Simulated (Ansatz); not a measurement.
Write a Python script for Ansatz 0.2.0 through its Python package that makes a rigid scan of one bond angle of CH4AlFO, SMILES C[O][AlH][F]. Settings (for the species named): r2scan0, 6-31G* basis, multiplicity 1.

| atom | x (Å) | y (Å) | z (Å) |
| --- | --- | --- | --- |
| C | 0.2702 | 1.1324 | 0.0087 |
| O | -0.8509 | 0.3635 | 0.4090 |
| Al | -0.4599 | -1.4140 | 0.0987 |
| F | -0.7571 | -2.1734 | -1.4686 |
| H | 1.1448 | 0.9534 | 0.5655 |
| H | 0.4129 | 1.0842 | -1.0955 |
| H | -0.0213 | 2.2394 | 0.1864 |
| H | 0.3535 | -2.2427 | 1.2401 |

`bend_ch4alfo.py`
```python
'''Bending curve of CH4AlFO.'''

import ansatz as az
from ase import Atoms

BASIS_SET = '6-31G*'
XC = 'r2scan0'
FORCE_TOL = 0.02

atoms = Atoms(['C', 'O', 'Al', 'F', 'H', 'H', 'H', 'H'], positions=[
    (0.2702, 1.1324, 0.0087),
    (-0.8509, 0.3635, 0.409),
    (-0.4599, -1.414, 0.0987),
    (-0.7571, -2.1734, -1.4686),
    (1.1448, 0.9534, 0.5655),
    (0.4129, 1.0842, -1.0955),
    (-0.0213, 2.2394, 0.1864),
    (0.3535, -2.2427, 1.2401),
])

# relax first, so that the scan starts from a minimum
first = (
    az.Crystal.molecule_from_ase(atoms).calculation()
    .basis(gaussian=BASIS_SET)
    .functional(XC)
    .scf(lower_state_search='off')
    .relax(force_tolerance=FORCE_TOL, max_steps=80)
)
atoms.positions = first.run(threads=1).report['positions_ang']

rows = []
for angle in [85, 95, 105, 115, 125, 140, 160]:
    bent = atoms.copy()
    bent.set_angle(0, 1, 2, angle, indices=[2, 3, 7])
    job = (
        az.Crystal.molecule_from_ase(bent).calculation()
        .basis(gaussian=BASIS_SET)
        .functional(XC)
        .scf(lower_state_search='off')
    )
    rows.append((angle, job.run(threads=1).report['free_energy_ev']))
floor = min(e for _, e in rows)
for angle, e in rows:
    print(f'angle C0-O1-Al2 = {angle:3d} deg   {1000 * (e - floor):9.1f} meV')
```

Output of `python bend_ch4alfo.py`:
```text
angle C0-O1-Al2 =  85 deg      1628.6 meV
angle C0-O1-Al2 =  95 deg       678.1 meV
angle C0-O1-Al2 = 105 deg       249.8 meV
angle C0-O1-Al2 = 115 deg        68.4 meV
angle C0-O1-Al2 = 125 deg         2.5 meV
angle C0-O1-Al2 = 140 deg         0.0 meV
angle C0-O1-Al2 = 160 deg        51.0 meV
```

Reading the output:
- These settings explore the input space; basis and method may be short of convergence.
- The scan is rigid, and the energies are electronic, in a modest basis. The zero is the lowest point of the grid, which needn't be the minimum.
- It ran for 53 s on 1 thread of Arm Neoverse V2, with other jobs on the host, peak memory 0.23 GiB.

(Lines on the test bed's own set-up are left out of the output.)
